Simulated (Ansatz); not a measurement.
# Na3ScTlP3: the cost of one run

Computed with Ansatz 0.2.0 (DFT PBE, scalar-relativistic, plane waves, PAW, unless a step names another level, unless a step's input says otherwise).

4 further runs of the same task are left out: 4 set aside as unsound or not needed.

### Step 1. The structure to begin with

It takes space group P4mm (No. 99, tetragonal). Conventional cell: a = 5.346 Å, b = 5.346 Å, c = 8.351 Å, α = 90.00°, β = 90.00°, γ = 90.00°. Na (site symmetry 2mm) is surrounded by 3 P at 2.69 to 3.07 Å. Around Na (site symmetry 4mm) lie 1 P at 2.75 Å and 1 Sc at 3.12 Å. Sc (site symmetry 4mm) has 5 P at 2.48 to 2.82 Å as nearest neighbours. Around Tl (site symmetry 4mm) lie 4 P at 2.68 Å. P (site symmetry 2mm) has 2 Tl at 2.68 Å and 2 Sc at 2.82 Å and 1 Na at 3.07 Å as nearest neighbours. P (site symmetry 4mm) is surrounded by 1 Sc at 2.48 Å and 5 Na at 2.69 to 2.75 Å.

As a file:

```cif
data_structure
_symmetry_space_group_name_H-M 'P 1'
_symmetry_Int_Tables_number 1
_cell_length_a 5.3464
_cell_length_b 5.3464
_cell_length_c 8.3511
_cell_angle_alpha 90.000
_cell_angle_beta 90.000
_cell_angle_gamma 90.000
_cell_volume 238.71
loop_
_atom_site_label
_atom_site_type_symbol
_atom_site_fract_x
_atom_site_fract_y
_atom_site_fract_z
_atom_site_occupancy
Na1 Na 0.00000 0.50000 0.93761 1
Na2 Na 0.50000 0.00000 0.93761 1
Na3 Na 0.00000 0.00000 0.30503 1
Sc1 Sc 0.00000 0.00000 0.67876 1
Tl1 Tl 0.50000 0.50000 0.55349 1
P1 P 0.00000 0.50000 0.56943 1
P2 P 0.50000 0.00000 0.56943 1
P3 P 0.00000 0.00000 0.97602 1
```

It came out lowest among 20 distinct ends of the trial cells. At a tolerance of 0.05 Å it has space group P4mm (No. 99).

### Step 2. Tight relaxation for the response runs, on the response runs' mesh and smearing

File input.yaml:

```yaml
crystal:
  lattice:
    - [5.3464350173, 0.0, 0.0]
    - [0.0, 5.3464350173, 0.0]
    - [0.0, 0.0, 8.3510539074]
  atoms:
    - { symbol: Na, position: [0.0, 0.5, 0.9376139275] }
    - { symbol: Na, position: [0.5, 0.0, 0.9376139275] }
    - { symbol: Na, position: [0.0, 0.0, 0.3050321866] }
    - { symbol: Sc, position: [0.0, 0.0, 0.6787584191] }
    - { symbol: Tl, position: [0.5, 0.5, 0.5534893778] }
    - { symbol: P, position: [0.0, 0.5, 0.5694324887] }
    - { symbol: P, position: [0.5, 0.0, 0.5694324887] }
    - { symbol: P, position: [0.0, 0.0, -0.0239771961] }
basis:
  ecutwfc: 420
kpoints:
  mp_grid: { grid: [6, 6, 4] }
hamiltonian:
  xc: pbe
scf:
  occupations: { method: gaussian, width: 0.1 }
output:
  forces: true
  stress: true
  eigenvalues: true
relax:
  adjacent_minimum: "off"
  f_tol: 0.001
  max_steps: 60
  cell: { stress_tol: 0.01 }
```

Command:

```
$ ansatz run input.yaml --threads 3 --pin off --max-ram 7680MiB --backend cpu --events-out ev --progress --plain --runs-dir out
```

**Question.** How long does this run take on 3 threads of AMD EPYC 9R45 (Zen 5), shared host, and how much memory does it need?

About 13 s, with a peak of 0.73 GiB.
